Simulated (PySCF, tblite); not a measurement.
# C₇H₁₀B₂: geometry, infrared bands and NMR shifts

What infrared bands and NMR shifts should C₇H₁₀B₂ (`C=CCB1C=CBC=C1`) show?

Computed with tblite 0.8.0 and PySCF 2.14.0, with density-fitted response routines of our own, on a single molecule in the gas phase. Atoms count from 0, in the outputs and in this text.

## 1. The molecule as given

19 atoms, charge 0, multiplicity 1; geometry from: force field or distance geometry start.

Bonds of the start (Å): C0–C1 1.36, C1–C2 1.48, C2–B3 1.59, B3–C4 1.59, C4–C5 1.33, C5–B6 1.56, B6–C7 1.57, C7–C8 1.33, C8–B3 1.55, C0–H9 1.08, C0–H10 1.09, C1–H11 1.08, C2–H12 1.12, C2–H13 1.12, C4–H14 1.09, C5–H15 1.09, B6–H16 1.19, C7–H17 1.08, C8–H18 1.11.

## 2. Optimising the geometry with GFN2-xTB

The job: settings as JSON, then the geometry in Å.

```
{"job": {"kind": "relax", "xc": "GFN2-xTB", "basis": "xTB"}, "charge": 0, "multiplicity": 1}
C      3.279200    -0.658200     0.109200
C      2.378500     0.358600    -0.024400
C      1.249500     0.085300    -0.943600
B     -0.147700     0.188700    -0.200700
C     -0.711000    -1.102700     0.544000
C     -1.992900    -1.195400     0.888400
B     -2.938200     0.004100     0.567100
C     -2.364400     1.279700    -0.151300
C     -1.089400     1.376400    -0.513500
H      3.146100    -1.589700    -0.429600
H      4.125000    -0.507200     0.783600
H      2.493800     1.283900     0.526800
H      1.305600    -0.936100    -1.390000
H      1.261000     0.832100    -1.773800
H     -0.000200    -1.902000     0.738700
H     -2.337200    -2.092700     1.402700
H     -3.897000     0.201400     1.248000
H     -3.045900     2.093400    -0.371600
H     -0.724600     2.289700    -1.017400
```

The run is started by

```bash
> OMP_NUM_THREADS=1 python probes_run.py task.json out
```

This one command runs all jobs of the session in turn.

**Question.** This job is followed by: GFN2-xTB harmonic vibrations, gas phase; GIAO PBE0/pcSseg-1 NMR shielding, non-relativistic, gas phase. Predict these results of the whole session: strongest single infrared mode (GFN2-xTB); zero-point energy (GFN2-xTB); 13C shifts against TMS (PBE0/pcSseg-1, means over atoms taken as alike); 1H shifts against TMS (PBE0/pcSseg-1, means over atoms taken as alike); 11B shifts against BF3·OEt2 (PBE0/pcSseg-1).

**Answer**, as computed:

```
                                                               quantity                                         value
                              strongest single infrared mode (GFN2-xTB)                         2620 cm⁻¹, 213 km/mol
                                           zero-point energy (GFN2-xTB)                                 93.1 kcal/mol
13C shifts against TMS (PBE0/pcSseg-1, means over atoms taken as alike)          176.1, 166.4, 134.5, 131.4, 36.5 ppm
 1H shifts against TMS (PBE0/pcSseg-1, means over atoms taken as alike)  7.70, 7.62, 6.41, 5.89, 5.77, 5.68, 2.43 ppm
                            11B shifts against BF3·OEt2 (PBE0/pcSseg-1)                                60.7, 56.0 ppm
```

Over 144 steps the energy fell by 0.467 eV; of the close pairs, B3–C4 changed most, 1.594 to 1.549 Å. No mode is imaginary among the 51: a minimum at this level. The strongest single mode, at 2620 cm⁻¹, moves mainly H16. Unscaled tight-binding wavenumbers are off by several per cent, some by more. Its intensities can rank the bands wrongly. At PBE0/pcSseg-1: The widest tensor belongs to C4, C8: span 282 ppm, with a paramagnetic part of -248 ppm.
